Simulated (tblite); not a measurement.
# C6H15NSi: the cost of one run

Programs: tblite 0.8.0 and PySCF 2.14.0, with density-fitted response routines of our own. Each step states its level of theory. These are calculated values for one molecule in the gas phase, unless marked as measured. Atoms count from 0, in the outputs and in this text.

## (1) The molecule as given

23 atoms, charge 0, multiplicity 1; geometry from: force field or distance geometry start.

Bonds of the start (Å): C0–C1 1.53, C1–C2 1.51, C2–C3 1.54, C3–C4 1.57, C4–N5 1.48, N5–Si6 1.73, Si6–C7 1.90, C7–C3 1.54, C0–H8 1.10, C0–H9 1.09, C0–H10 1.09, C1–H11 1.10, C1–H12 1.12, C2–H13 1.10, C2–H14 1.10, C3–H15 1.09, C4–H16 1.09, C4–H17 1.09, N5–H18 1.02, Si6–H19 1.47, Si6–H20 1.49, C7–H21 1.10, C7–H22 1.10.

## (2) Geometry optimisation with GFN2-xTB

The job: settings as JSON, then the geometry in Å.

```
{"job": {"kind": "relax", "xc": "GFN2-xTB", "basis": "xTB"}, "charge": 0, "multiplicity": 1}
C      3.418800     0.110700    -0.027400
C      2.025900    -0.518600     0.037400
C      0.947000     0.460900    -0.361900
C     -0.461100    -0.159100    -0.395200
C     -0.939600    -0.660100     1.010300
N     -2.395300    -0.889600     0.892300
Si    -3.166700     0.166900    -0.236300
C     -1.520200     0.843400    -0.898300
H      3.483300     0.976500     0.640500
H      3.631900     0.442900    -1.041000
H      4.173800    -0.609200     0.272500
H      2.001800    -1.405000    -0.605900
H      1.854500    -0.872200     1.080900
H      0.952100     1.323400     0.314000
H      1.161400     0.862500    -1.363900
H     -0.447400    -1.028100    -1.057700
H     -0.432000    -1.580100     1.301400
H     -0.738300     0.096600     1.768500
H     -2.827200    -0.817300     1.816600
H     -3.920100    -0.647700    -1.201400
H     -3.937800     1.178600     0.534800
H     -1.520900     0.905100    -1.993300
H     -1.348900     1.846500    -0.476700
```

On the command line:

```console
OMP_NUM_THREADS=1 python probes_run.py task.json out
```

The driver reads the jobs from task.json and runs them one after another.

Q: Estimate the wall time and peak memory of this first job on 1 thread of AMD EPYC, shared host.

About 1.4 s, with a peak of 0.18 GiB.
